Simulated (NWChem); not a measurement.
**PBE0-D3(BJ)/def2-SVP run of AlPNH4OF (SMILES [NH2][Al]([F])[PH]O)**

Aim: a geometry optimisation of AlPNH4OF. 

The results are computed with NWChem 7.3.0.

## (1) Starting point

AlPNH4OF has 9 atoms, charge 0, and is taken as a singlet. As SMILES, `[NH2][Al]([F])[PH]O`. Geometry: relaxed at PBE0-D4/def2-TZVP. This is one conformer, not always the lowest. The run starts from this shape.

Bond lengths: N1–Al2 1.755 Å, Al2–F3 1.652 Å, Al2–P4 2.334 Å, P4–O5 1.677 Å, N1–H6 1.007 Å, N1–H7 1.006 Å, P4–H8 1.430 Å, O5–H9 0.960 Å. Angles: N1–Al2–F3 119.8°, N1–Al2–P4 121.0°, F3–Al2–P4 119.0°, Al2–P4–O5 96.2°, Al2–N1–H6 122.5°, Al2–N1–H7 126.3°, Al2–P4–H8 92.8°, O5–P4–H8 100.3°, P4–O5–H9 109.0°, H6–N1–H7 111.1°.

## (2) A geometry optimisation at PBE0-D3(BJ)/def2-SVP

run.nw

```
start run
title "AlFH4NOP"
memory stack 880 mb heap 220 mb global 1100 mb
charge 0
geometry
N        1.489200       1.004600      -0.185800
Al       0.882400      -0.572900       0.285200
F        1.905300      -1.677400       0.966000
P       -1.322700      -1.196100      -0.158400
O       -1.889900       0.351100      -0.471500
H        0.893900       1.722700      -0.565900
H        2.431700       1.338900      -0.072400
H       -1.643200      -1.310200       1.230300
H       -2.658100       0.293000      -1.044600
end
basis "ao basis" spherical bse
N library def2-SVP
Al library def2-SVP
F library def2-SVP
P library def2-SVP
O library def2-SVP
H library def2-SVP
end
dft
xc pbe0
mult 1
disp vdw 4
grid fine
convergence energy 1e-07
iterations 100
mulliken
print low
end
driver
maxiter 60
end
freq
temp 2 298.15 573.15
end
task dft optimize
task dft frequencies
```

Started as:

```console
$ nwchem run.nw > run.out
```

The program printed:

```text
[...]
 d= 0,ls=0.0,diis     1   -815.1624715575 -1.09D+03  1.59D-02  1.09D+00     1.4
[...]
         Total DFT energy =     -815.288665246058
[...]
@    0    -815.28866525  0.0D+00  0.00989  0.00322  0.00000  0.00000     13.7
[...]
         Total DFT energy =     -815.289083548700
[...]
@    1    -815.28909016 -4.2D-04  0.00343  0.00124  0.01496  0.03869     31.4
[...]
@   11    -815.28922622 -2.5D-07  0.00008  0.00002  0.00072  0.00212    149.9
[...]
         Total DFT energy =   -815.289226568011
[...]
@   12    -815.28922657 -3.5D-07  0.00009  0.00003  0.00168  0.00505    158.1
[...]
         Total DFT energy =     -815.289226760736
[...]
         Total DFT energy =   -815.289226760736
                         DFT ENERGY GRADIENTS
    atom               coordinates                        gradient
                 x          y          z           x          y          z
   1 N       3.206058  -2.223226  -0.159447   -0.000039  -0.000056  -0.000007
   2 Al     -0.058627  -1.625727  -0.014715    0.000085   0.000035   0.000000
   3 F      -2.117254  -4.009082   0.121263   -0.000013   0.000025  -0.000002
   4 P      -1.489398   2.535971  -0.258873   -0.000065  -0.000059   0.000037
   5 O       1.401410   3.788311   0.356564    0.000017  -0.000013  -0.000026
   6 H       4.476121  -0.786957  -0.142783   -0.000025   0.000017   0.000009
   7 H       4.089182  -3.921349  -0.151307    0.000009   0.000018   0.000003
   8 H      -2.554121   2.500566   2.241563    0.000008   0.000003  -0.000030
   9 H       1.488303   5.422801  -0.440507    0.000023   0.000031   0.000015
[...]
@   13    -815.28922676 -1.9D-07  0.00005  0.00002  0.00059  0.00143    166.3
[...]
      Optimization converged
[...]
@   13    -815.28922676 -1.9D-07  0.00005  0.00002  0.00059  0.00143    166.3
[...]
 d= 0,ls=0.0,diis     2   -815.2892267319  2.82D-10  4.49D-07  6.69D-09   169.0
         Total DFT energy =     -815.289226731908
      One electron energy =    -1679.225405633361
           Coulomb energy =      657.205775396652
    Exchange-Corr. energy =      -69.012387380983
 Nuclear repulsion energy =      275.748689196418
    Dispersion correction =       -0.005898310634
[...]
 Zero-Point correction to Energy  =   32.923 kcal/mol  (  0.052466 au)
 Thermal correction to Energy     =   46.403 kcal/mol  (  0.073947 au)
 Thermal correction to Enthalpy   =   47.541 kcal/mol  (  0.075762 au)
 Total Entropy                    =  109.660 cal/mol-K
   - Translational                =   43.256 cal/mol-K (mol. weight = 110.9830)
   - Rotational                   =   29.571 cal/mol-K (symmetry #  =        1)
   - Vibrational                  =   36.833 cal/mol-K
 Cv (constant volume heat capacity) =   33.892 cal/mol-K
   - Translational                  =    2.979 cal/mol-K
   - Rotational                     =    2.979 cal/mol-K
   - Vibrational                    =   27.933 cal/mol-K
[...]
 Normal Eigenvalue ||           Projected Infra Red Intensities
  Mode   [cm**-1]  || [atomic units] [(debye/angs)**2] [(KM/mol)] [arbitrary]
 ------ ---------- || -------------- ----------------- ---------- -----------
    1       -0.000 ||    0.000898           0.021         0.876       0.196
    2       -0.000 ||    0.000740           0.017         0.722       0.161
    3       -0.000 ||    0.000276           0.006         0.269       0.060
    4        0.000 ||    0.000027           0.001         0.027       0.006
    5        0.000 ||    0.000030           0.001         0.029       0.007
    6        0.000 ||    0.000308           0.007         0.301       0.067
    7       53.961 ||    0.000690           0.016         0.673       0.150
    8       82.017 ||    0.001392           0.032         1.357       0.303
    9      177.152 ||    0.001800           0.042         1.755       0.392
   10      190.993 ||    0.014597           0.337        14.229       3.181
   11      216.899 ||    0.013382           0.309        13.046       2.916
   12      273.556 ||    0.105019           2.423       102.378      22.886
   13      380.845 ||    0.049425           1.140        48.182      10.771
   14      414.721 ||    0.010265           0.237        10.007       2.237
[...]
```

It took 5.5 min on 1 thread of Intel Xeon 6975P-C (Granite Rapids), shared host; peak memory 0.19 GiB.

The path in brief:

```csv
step,energy from the first frame kept (eV)
0,0.0000
1,-0.0116
2,-0.0141
3,-0.0145
4,-0.0148
5,-0.0150
6,-0.0151
7,-0.0152
8,-0.0152
9,-0.0153
10,-0.0153
11,-0.0153
12,-0.0153
13,-0.0153
```

After the run. Bond lengths: N1–Al2 1.758 Å, Al2–F3 1.668 Å, Al2–P4 2.332 Å, P4–O5 1.699 Å, N1–H6 1.015 Å, N1–H7 1.013 Å, P4–H8 1.438 Å, O5–H9 0.963 Å. Angles: N1–Al2–F3 120.5°, N1–Al2–P4 119.1°, F3–Al2–P4 120.3°, Al2–P4–O5 93.8°, Al2–N1–H6 121.1°, Al2–N1–H7 127.8°, Al2–P4–H8 93.7°, O5–P4–H8 100.5°, P4–O5–H9 108.0°, H6–N1–H7 111.0°.

## (3) Summary of results

At PBE0-D3(BJ)/def2-SVP:

| quantity | value |
| --- | --- |
| total energy at the end | -815.28923 Eh |
| dispersion energy | -15.49 kJ/mol |
| lowest harmonic wavenumber | 54 cm⁻¹ |
| highest harmonic wavenumber | 3886 cm⁻¹ |
| zero-point energy | 137.7 kJ/mol |
| ideal-gas entropy at 298.15 K (symmetry number 1 as used) | 88.6 cal/(mol K) |

What this shows: At the final geometry: Bond lengths: N1–Al2 1.758 Å, Al2–F3 1.668 Å, Al2–P4 2.332 Å, P4–O5 1.699 Å, N1–H6 1.015 Å, N1–H7 1.013 Å, P4–H8 1.438 Å, O5–H9 0.963 Å. Angles: N1–Al2–F3 120.5°, N1–Al2–P4 119.1°, F3–Al2–P4 120.3°, Al2–P4–O5 93.8°, Al2–N1–H6 121.1°, Al2–N1–H7 127.8°, Al2–P4–H8 93.7°, O5–P4–H8 100.5°, P4–O5–H9 108.0°, H6–N1–H7 111.0°. All 21 modes are real, so the shape is a minimum at this level. The optimisation took 14 steps and changed the energy by -0.015 eV.
